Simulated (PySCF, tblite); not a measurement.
**C₄H₁₃FSeSi₂: geometry, infrared bands and NMR shifts**

What infrared bands and NMR shifts should C₄H₁₃FSeSi₂ (`C[Se]C[Si@H](CF)C[SiH3]`) show?

Programs: tblite 0.8.0 and PySCF 2.14.0, with density-fitted response routines of our own. Each step states its level of theory. These are calculated values for one molecule in the gas phase, unless marked as measured. Atoms are numbered from 0 throughout.

### Step 1. Starting geometry

21 atoms, charge 0, multiplicity 1; geometry from: force field or distance geometry start.

Bonds of the start (Å): C0–Se1 1.96, Se1–C2 1.96, C2–Si3 1.85, Si3–C4 1.88, C4–F5 1.38, Si3–C6 1.85, C6–Si7 1.85, C0–H8 1.12, C0–H9 1.09, C0–H10 1.11, C2–H11 1.10, C2–H12 1.11, Si3–H13 1.48, C4–H14 1.12, C4–H15 1.12, C6–H16 1.11, C6–H17 1.12, Si7–H18 1.48, Si7–H19 1.48, Si7–H20 1.49.

### Step 2. Geometry optimisation with GFN2-xTB

Job settings and geometry (Å):

```
{"job": {"kind": "relax", "xc": "GFN2-xTB", "basis": "xTB"}, "charge": 0, "multiplicity": 1}
C      3.320700     0.668200    -0.788300
Se     1.699400     0.299800    -1.819800
C      0.728100    -1.039900    -0.769500
Si    -0.048700    -0.139500     0.646100
C     -0.856300    -1.291000     1.898200
F      0.074000    -2.216700     2.327300
C     -1.239800     1.189100     0.166900
Si    -2.613100     0.596100    -0.921600
H      3.044900     0.824800     0.281900
H      3.853500     1.551800    -1.144500
H      3.921500    -0.263800    -0.802600
H      0.018200    -1.597000    -1.401100
H      1.461900    -1.754700    -0.346500
H      1.056400     0.521800     1.380200
H     -1.211100    -0.623700     2.727800
H     -1.750200    -1.790300     1.456300
H     -0.740700     2.068900    -0.298700
H     -1.733500     1.589400     1.089500
H     -2.506300    -0.847600    -1.222200
H     -2.569200     1.363200    -2.181400
H     -3.918800     0.908100    -0.278300
```

Command:

```sh
OMP_NUM_THREADS=1 python probes_run.py task.json out
```

This one command runs all jobs of the session in turn.

What it wrote:

```text
step      E/eV     max force
  0    -721.22807    2.006
  1    -721.42310    0.718
  2    -721.49481    0.511
  3    -721.55089    0.488
  4    -721.59353    0.338
  5    -721.61197    0.259
  6    -721.62719    0.290
  7    -721.64045    0.338
  8    -721.65213    0.283
  9    -721.66031    0.177
 10    -721.66536    0.120
 11    -721.66865    0.132
 12    -721.67181    0.145
 13    -721.67501    0.117
 14    -721.67807    0.127
 15    -721.68099    0.142
 16    -721.68375    0.186
 17    -721.68601    0.161
 18    -721.68767    0.109
 19    -721.68888    0.084
 20    -721.68986    0.076
 21    -721.69079    0.090
 22    -721.69174    0.104
 23    -721.69272    0.086
 24    -721.69374    0.079
 25    -721.69479    0.087
 26    -721.69583    0.086
 27    -721.69689    0.090
 28    -721.69798    0.090
 29    -721.69908    0.087
 30    -721.70021    0.088
 31    -721.70140    0.113
 32    -721.70259    0.108
 33    -721.70366    0.075
 34    -721.70446    0.059
 35    -721.70504    0.056
 36    -721.70558    0.064
 37    -721.70616    0.061
 38    -721.70671    0.051
 39    -721.70714    0.043
 40    -721.70745    0.040
 41    -721.70772    0.036
 42    -721.70800    0.038
 43    -721.70831    0.037
 44    -721.70861    0.047
 45    -721.70888    0.045
 46    -721.70908    0.030
 47    -721.70923    0.023
 48    -721.70935    0.025
 49    -721.70948    0.028
 50    -721.70962    0.027
 51    -721.70975    0.024
 52    -721.70988    0.028
 53    -721.71004    0.047
 54    -721.71026    0.056
 55    -721.71053    0.045
 56    -721.71075    0.034
 57    -721.71090    0.028
 58    -721.71102    0.030
 59    -721.71119    0.040
 60    -721.71143    0.050
 61    -721.71167    0.038
 62    -721.71182    0.025
 63    -721.71191    0.026
 64    -721.71201    0.031
 65    -721.71213    0.035
 66    -721.71226    0.033
 67    -721.71237    0.029
 68    -721.71246    0.028
 69    -721.71255    0.029
 70    -721.71266    0.025
 71    -721.71275    0.022
 72    -721.71284    0.028
 73    -721.71298    0.031
 74    -721.71313    0.031
 75    -721.71324    0.026
 76    -721.71331    0.018
 77    -721.71335    0.015
 78    -721.71340    0.021
 79    -721.71345    0.019
 80    -721.71349    0.016
 81    -721.71353    0.015
 82    -721.71359    0.022
 83    -721.71369    0.032
 84    -721.71383    0.052
 85    -721.71396    0.034
 86    -721.71404    0.020
 87    -721.71408    0.013
 88    -721.71411    0.019
 89    -721.71418    0.035
 90    -721.71425    0.037
 91    -721.71432    0.025
 92    -721.71438    0.015
 93    -721.71443    0.017
 94    -721.71449    0.025
 95    -721.71457    0.025
 96    -721.71463    0.017
 97    -721.71469    0.017
 98    -721.71478    0.038
 99    -721.71495    0.063
100    -721.71526    0.083
101    -721.71571    0.087
102    -721.71607    0.046
103    -721.71531    0.149
104    -721.71651    0.040
105    -721.71668    0.036
106    -721.71757    0.057
107    -721.71857    0.083
108    -721.72015    0.103
109    -721.72048    0.150
110    -721.72096    0.149
111    -721.72304    0.046
112    -721.72387    0.046
113    -721.72488    0.083
114    -721.72561    0.043
115    -721.72630    0.039
116    -721.72656    0.046
117    -721.72684    0.059
118    -721.72726    0.066
119    -721.72789    0.062
120    -721.72866    0.075
121    -721.72938    0.070
122    -721.73006    0.051
123    -721.73074    0.071
124    -721.73171    0.073
125    -721.73325    0.092
126    -721.73477    0.092
127    -721.73448    0.185
128    -721.73763    0.101
129    -721.73937    0.088
130    -721.74139    0.195
131    -721.74348    0.085
132    -721.74418    0.058
133    -721.74469    0.099
134    -721.74531    0.047
135    -721.74585    0.052
136    -721.74679    0.069
137    -721.74780    0.074
138    -721.74894    0.084
139    -721.74998    0.096
140    -721.75097    0.076
141    -721.75165    0.064
142    -721.75284    0.095
143    -721.75430    0.102
144    -721.75557    0.111
145    -721.75739    0.092
146    -721.75859    0.066
147    -721.75945    0.097
148    -721.76044    0.064
149    -721.76112    0.069
150    -721.76172    0.046
151    -721.76239    0.079
152    -721.76314    0.080
153    -721.76401    0.078
154    -721.76496    0.059
155    -721.76619    0.064
156    -721.76761    0.086
157    -721.76595    0.270
158    -721.76910    0.062
159    -721.76958    0.069
160    -721.77024    0.090
161    -721.77079    0.047
162    -721.77125    0.049
163    -721.77214    0.056
164    -721.77261    0.051
165    -721.77320    0.048
166    -721.77375    0.041
167    -721.77411    0.040
168    -721.77438    0.037
169    -721.77479    0.046
170    -721.77532    0.044
171    -721.77581    0.047
172    -721.77611    0.039
173    -721.77629    0.029
174    -721.77640    0.025
175    -721.77649    0.018
176    -721.77655    0.019
177    -721.77661    0.020
178    -721.77667    0.020
179    -721.77673    0.018
180    -721.77679    0.013
181    -721.77683    0.012
182    -721.77687    0.012
183    -721.77691    0.013
184    -721.77695    0.012
185    -721.77699    0.014
186    -721.77703    0.013
187    -721.77708    0.014
188    -721.77712    0.014
189    -721.77716    0.011
190    -721.77720    0.011
191    -721.77723    0.012
192    -721.77726    0.013
193    -721.77728    0.010
194    -721.77730    0.011
195    -721.77732    0.009
```

Wall time 1.6 s (1 thread of Arm Neoverse V2, shared host); peak memory 0.18 GiB.

Along the way: (not every step is listed)

```tsv
step	energy from step 0 (eV)	largest force (eV/Å)
0	0.0000	2.0061
1	-0.1950	0.7183
2	-0.2667	0.5110
3	-0.3228	0.4882
4	-0.3655	0.3375
5	-0.3839	0.2590
6	-0.3991	0.2898
7	-0.4124	0.3384
8	-0.4241	0.2829
26	-0.4678	0.0865
44	-0.4805	0.0466
62	-0.4837	0.0246
80	-0.4854	0.0157
98	-0.4867	0.0376
116	-0.4985	0.0457
134	-0.5172	0.0474
152	-0.5351	0.0803
170	-0.5472	0.0437
188	-0.5490	0.0140
190	-0.5491	0.0110
191	-0.5492	0.0121
192	-0.5492	0.0126
193	-0.5492	0.0103
194	-0.5492	0.0114
195	-0.5493	0.0085
```

Distances of close pairs at the start and the end, largest changes first:

```tsv
bond	before (Å)	after (Å)	change (Å)
C6–Si7	1.850	1.909	+0.059
C2–Si3	1.849	1.906	+0.057
Si3–C6	1.848	1.897	+0.049
Si3–C4	1.883	1.919	+0.036
C4–H14	1.122	1.091	-0.031
C6–H17	1.120	1.090	-0.031
C0–H8	1.116	1.087	-0.030
C6–H16	1.114	1.089	-0.024
```

The end geometry stands in the next job.

### Step 3. Infrared spectrum with GFN2-xTB

Job settings and geometry (Å):

```
{"job": {"kind": "ir", "xc": "GFN2-xTB", "basis": "xTB"}, "charge": 0, "multiplicity": 1}
C      3.115896     0.820034    -0.913348
Se     1.559487     0.273231    -1.952128
C      0.797718    -0.998826    -0.660606
Si     0.026437    -0.132535     0.851291
C     -0.866988    -1.488116     1.873706
F      0.036945    -2.468628     2.235718
C     -1.218103     1.198051     0.323678
Si    -2.513771     0.682822    -0.979724
H      2.796599     1.382500    -0.040105
H      3.731851     1.444317    -1.554967
H      3.670426    -0.066337    -0.615552
H      0.048004    -1.554948    -1.223299
H      1.596612    -1.689714    -0.390505
H      1.094536     0.410175     1.711161
H     -1.282433    -1.097184     2.803754
H     -1.664683    -1.992662     1.324802
H     -0.658136     2.038761    -0.084386
H     -1.733077     1.577316     1.205845
H     -3.308155    -0.437894    -0.465340
H     -1.836725     0.295763    -2.217876
H     -3.401360     1.820816    -1.232591
```

What it wrote:

```text
mode    cm-1     km/mol
  1      20.0      1.62
  2      38.6      0.45
  3      42.5      6.41
  4      54.9      3.86
  5      91.5      0.67
  6      95.4      0.94
  7     125.6      0.38
  8     135.5      0.16
  9     150.5      0.19
 10     191.0      2.42
 11     208.0      0.88
 12     238.7      6.11
 13     299.1     11.39
 14     488.3     23.59
 15     513.2     37.30
 16     549.1      9.99
 17     574.3     31.90
 18     575.0     26.64
 19     624.7     14.41
 20     663.3     54.70
 21     680.9     26.61
 22     714.2    121.74
 23     727.2     98.90
 24     739.1     37.13
 25     771.9     58.46
 26     787.3    212.14
 27     793.6    421.01
 28     794.4    384.65
 29     832.7     86.15
 30     872.5     38.83
 31     882.2     11.54
 32    1022.4      4.08
 33    1026.1     48.33
 34    1031.3     15.25
 35    1132.3     16.13
 36    1135.5     71.21
 37    1203.2     17.93
 38    1276.3      2.16
 39    1285.9      9.37
 40    1402.6     10.09
 41    1434.5      7.72
 42    1437.6      5.66
 43    1445.6      1.68
 44    1449.9      2.39
 45    2173.6    283.00
 46    2231.5    329.92
 47    2250.1    346.67
 48    2260.6    216.03
 49    2961.1     38.34
 50    2963.4      7.73
 51    2972.5     17.44
 52    2977.0     24.57
 53    2983.0     51.46
 54    2991.5     14.10
 55    3006.5      9.30
 56    3015.9     16.42
 57    3031.4      8.92
```

Run time: 0.93 s. Hardware: 1 thread of Arm Neoverse V2, shared host; peak memory 0.18 GiB.

The strongest bands and the atoms that carry them (share of the mass-weighted mode):

```tsv
cm⁻¹	km/mol	atoms
714	121.7	H13 26 %, C2 25 %, H11 18 %, H12 13 %
787	212.1	H19 43 %, H18 23 %
794	421.0	H20 31 %, H19 28 %, Si7 12 %
794	384.6	H18 40 %, H20 40 %
2174	283.0	H13 97 %
2232	329.9	H18 94 %
2250	346.7	H20 91 %
2261	216.0	H19 94 %
```

### Step 4. NMR shieldings: PBE0/pcSseg-1

Same as in step 3 but for these lines:

```diff
@@ -1,2 +1,2 @@
-{"job": {"kind": "ir", "xc": "GFN2-xTB", "basis": "xTB"}, "charge": 0, "multiplicity": 1}
+{"job": {"kind": "nmr", "xc": "PBE0", "basis": "pcSseg-1"}, "charge": 0, "multiplicity": 1}
 C      3.115896     0.820034    -0.913348
```

Method: GIAO PBE0/pcSseg-1 NMR shielding, non-relativistic, gas phase.

What it wrote:

```text
coarse grid: 78312 points
cycle   1  E = -3239.4294100313  dE = -6.793e-01  |g| = 8.585e-01  |ddm| = 4.133e+00
cycle   2  E = -3239.4022856470  dE =  2.712e-02  |g| = 8.066e-01  |ddm| = 9.474e-01
cycle   3  E = -3239.4966134120  dE = -9.433e-02  |g| = 1.818e-01  |ddm| = 6.452e-01
cycle   4  E = -3239.5022743147  dE = -5.661e-03  |g| = 3.691e-02  |ddm| = 1.400e-01
cycle   5  E = -3239.5024822368  dE = -2.079e-04  |g| = 1.002e-02  |ddm| = 3.037e-02
cycle   6  E = -3239.5025070953  dE = -2.486e-05  |g| = 2.219e-03  |ddm| = 1.124e-02
cycle   7  E = -3239.5025082659  dE = -1.171e-06  |g| = 6.800e-04  |ddm| = 2.763e-03
final grid: 163200 points
cycle   8  E = -3239.5024919920  dE = -9.710e-08  |g| = 8.669e-04  |ddm| = 3.147e-03
cycle   9  E = -3239.5024918328  dE =  1.592e-07  |g| = 1.157e-03  |ddm| = 1.987e-03
cycle  10  E = -3239.5024921878  dE = -3.551e-07  |g| = 1.052e-04  |ddm| = 1.139e-03
cycle  11  E = -3239.5024921907  dE = -2.832e-09  |g| = 1.151e-05  |ddm| = 1.093e-04
cycle  12  E = -3239.5024921907  dE = -3.502e-11  |g| = 5.491e-06  |ddm| = 1.735e-05
converged SCF energy = -3239.5024921907

GIAO shielding tensors (ppm)
atom      isotropic    diamagn.    paramagn.     s11        s22        s33       span
  0 C      171.929     248.643     -76.714    152.792    175.040    187.954     35.162
  1 Se    1778.882    2999.824   -1220.942   1470.287   1592.731   2273.627    803.340
  2 C      174.224     254.530     -80.307    155.313    176.083    191.275     35.962
  3 Si     377.701     881.097    -503.396    343.651    380.518    408.934     65.283
  4 C      108.177     250.198    -142.021     59.310     85.035    180.186    120.876
  5 F      480.462     472.419       8.044    431.271    484.116    526.000     94.729
  6 C      201.054     258.861     -57.808    196.549    198.024    208.589     12.040
  7 Si     426.934     879.800    -452.867    404.948    411.495    464.359     59.411
  8 H       29.235      30.960      -1.724     22.145     28.723     36.838     14.693
  9 H       30.118      28.296       1.822     24.224     26.318     39.812     15.588
 10 H       29.831      29.456       0.375     24.149     26.940     38.404     14.255
 11 H       30.376      32.912      -2.535     25.137     27.919     38.073     12.936
 12 H       29.657      32.111      -2.454     22.259     29.267     37.445     15.185
 13 H       26.997      30.833      -3.835     23.131     25.997     31.864      8.733
 14 H       26.885      29.776      -2.891     22.017     28.212     30.426      8.409
 15 H       26.848      31.095      -4.246     21.615     28.103     30.827      9.213
 16 H       31.253      32.854      -1.601     25.839     29.598     38.322     12.484
 17 H       32.203      31.472       0.731     26.581     28.986     41.043     14.462
 18 H       27.995      29.520      -1.525     23.942     26.818     33.226      9.284
 19 H       27.773      29.932      -2.159     22.928     29.191     31.200      8.272
 20 H       27.701      28.340      -0.639     23.902     24.949     34.251     10.350
```

Run time: 58 s. Hardware: 1 thread of Arm Neoverse V2, shared host; peak memory 1.1 GiB.

Shifts follow as δ = σ(reference) − σ, with reference shieldings (ppm) from runs at the same level and on the same kind of geometry: 1H TMS 31.72, 13C TMS 186.9, 29Si TMS 349.2, 19F CFCl3 170.9, 77Se Me2Se 1758. The references are single molecules in the gas phase, so shifts against H2O, NH3, PH3, H3PO4 or CFCl3 are not on the usual liquid scales and can be off by tens of ppm. Atoms listed in one row are averaged.

```tsv
atoms	environment	σ (ppm)	δ (ppm)
C4	sp3 CH2 bonded to F and Si	108.2	78.7
C0	methyl carbon bonded to Se	171.9	15.0
C2	sp3 CH2 bonded to Se and Si	174.2	12.7
C6	sp3 CH2 bonded to 2 Si	201.1	-14.1
H15	hydrogen on an sp3 CH2 bonded to F and Si	26.85	4.87
H14	hydrogen on an sp3 CH2 bonded to F and Si	26.89	4.83
H13	hydrogen on a silicon bonded to 3 C	27.00	4.72
H18, H19, H20	hydrogen on a silicon bonded to C	27.82	3.89
H12	hydrogen on an sp3 CH2 bonded to Se and Si	29.66	2.06
H8, H9, H10	hydrogen on a methyl carbon bonded to Se	29.73	1.99
H11	hydrogen on an sp3 CH2 bonded to Se and Si	30.38	1.34
H16	hydrogen on an sp3 CH2 bonded to 2 Si	31.25	0.46
H17	hydrogen on an sp3 CH2 bonded to 2 Si	32.20	-0.49
Se1	selenium bonded to 2 C	1779	-21
Si3	silicon bonded to 3 C, H	377.7	-28.5
Si7	silicon bonded to C, 3 H	426.9	-77.8
F5	fluorine on an sp3 carbon	480.5	-309.5
```

Charges from the same density, by scheme (e):

```tsv
atoms	Mulliken	IAO	Hirshfeld	ESP fit
C0	-0.34	-0.54	-0.14	-0.50
Se1	-0.15	0.14	0.05	-0.08
C2	-0.58	-0.66	-0.18	-0.67
Si3	0.80	0.90	0.35	0.68
C4	-0.13	-0.24	-0.07	-0.14
F5	-0.35	-0.33	-0.13	-0.23
C6	-0.85	-0.83	-0.25	-0.61
Si7	0.48	0.60	0.31	0.36
```

Mayer bond orders: C0–Se1 1.02, Se1–C2 1.01, C2–Si3 0.86, Si3–C4 0.91, C4–F5 0.84, Si3–C6 0.92, C6–Si7 0.91.

Orbitals, density, ELF and potential are computed afterwards from the orbital file.

Frontier orbitals at PBE0/pcSseg-1, with the share of their density that lies nearest to each atom:

```tsv
orbital	energy (eV)	lies on
HOMO	-6.03	Se1 76 %
LUMO	0.23	Se1 36 %; C2 11 %
```

ELF in a plane through or near 5 of the atoms.

Values, 10 rows by 14 columns:
```
0.00 0.00 0.00 0.00 0.00 0.00 0.00 0.00 0.00 0.00 0.00 0.00 0.00 0.00
0.00 0.00 0.00 0.00 0.00 0.00 0.00 0.00 0.00 0.01 0.03 0.00 0.00 0.00
0.00 0.00 0.00 0.00 0.01 0.13 0.01 0.00 0.06 0.97 1.00 0.65 0.00 0.00
0.00 0.00 0.87 0.60 0.11 0.83 0.34 0.04 0.32 0.34 0.96 0.18 0.00 0.00
0.00 0.03 0.95 0.90 0.64 0.50 0.07 0.36 0.87 0.61 0.50 0.16 0.00 0.00
0.00 0.00 0.51 0.98 0.46 0.03 0.54 0.30 0.46 0.03 0.04 0.03 0.00 0.00
0.00 0.00 0.04 0.43 0.01 0.02 0.20 0.65 0.71 0.39 0.03 0.00 0.00 0.00
0.00 0.00 0.00 0.00 0.00 0.00 0.03 0.57 0.48 0.58 0.05 0.00 0.00 0.00
0.00 0.00 0.00 0.00 0.00 0.00 0.05 0.65 0.54 0.00 0.00 0.00 0.00 0.00
0.00 0.00 0.00 0.00 0.00 0.00 0.00 0.00 0.00 0.00 0.00 0.00 0.00 0.00
```
The map spans 13.4 Å across and 11.7 Å up, centred on the molecule. Atoms in the plane (x, y in Å): C0 (-3.3, 0.5), Si3 (0.2, -0.7), C4 (1.4, -2.1), H9 (-4.1, 1.3), H20 (2.9, 2.8).

log10 of the density (e/Å³) in the same plane.

Ten even steps from '0' (-4.0) to '9' (1.6):
```
0000000000000000000000000000
0000000000000000000000000000
0000000000000000112221100000
0000000001110011233443210000
0000001122222122345654320000
0001222334443333456765321000
0012444445554444566664321000
0023566655654455667654321000
0024577876555556766554321000
0023567876555566665543321000
0013467665456686554333210000
0012455544456796654322100000
0001233333345567766431000000
0000011112234467976532000000
0000000001124567766432000000
0000000000014578654321000000
0000000000003466543210000000
0000000000001233321000000000
0000000000000000000000000000
0000000000000000000000000000
```
The map spans 13.4 Å across and 11.7 Å up, centred on the molecule. Atoms in the plane (x, y in Å): C0 (-3.3, 0.5), Si3 (0.2, -0.7), C4 (1.4, -2.1), H9 (-4.1, 1.3), H20 (2.9, 2.8).

On the surface of density 0.002 e/bohr³ the electrostatic potential runs, from the 1st to the 99th percentile, from -1.07 V near F5 to 1.09 V near H14.

### Step 5. What came out

| quantity | value |
| --- | --- |
| strongest single infrared mode (GFN2-xTB) | 794 cm⁻¹, 421 km/mol |
| zero-point energy (GFN2-xTB) | 94.9 kcal/mol |
| 13C shifts against TMS (PBE0/pcSseg-1) | 78.7, 15.0, 12.7, -14.1 ppm |
| 1H shifts against TMS (PBE0/pcSseg-1, means over atoms taken as alike) | 4.87, 4.83, 4.72, 3.89, 2.06, 1.99, 1.34, 0.46, -0.49 ppm |
| 77Se shifts against Me2Se (PBE0/pcSseg-1) | -21 ppm |
| 29Si shifts against TMS (PBE0/pcSseg-1) | -28.5, -77.8 ppm |
| 19F shifts against CFCl3 (PBE0/pcSseg-1) | -309.5 ppm |
| surface potential, 1st and 99th percentile | -1.07 V and 1.09 V |

**Reading.** The optimisation took 195 steps and gained 0.549 eV; among the close pairs (by a distance rule), C6–Si7 changed most, from 1.850 to 1.909 Å. All 57 modes are real, so the xTB geometry is a minimum. GFN2-xTB is a fitted tight-binding method: band positions and strengths are rough. Its intensities can rank the bands wrongly. At PBE0/pcSseg-1: The largest span, 803 ppm, is at Se1, where the paramagnetic term is -1221 ppm. Spin-orbit coupling is left out, which matters for shieldings and couplings at and beside the heavy atoms.
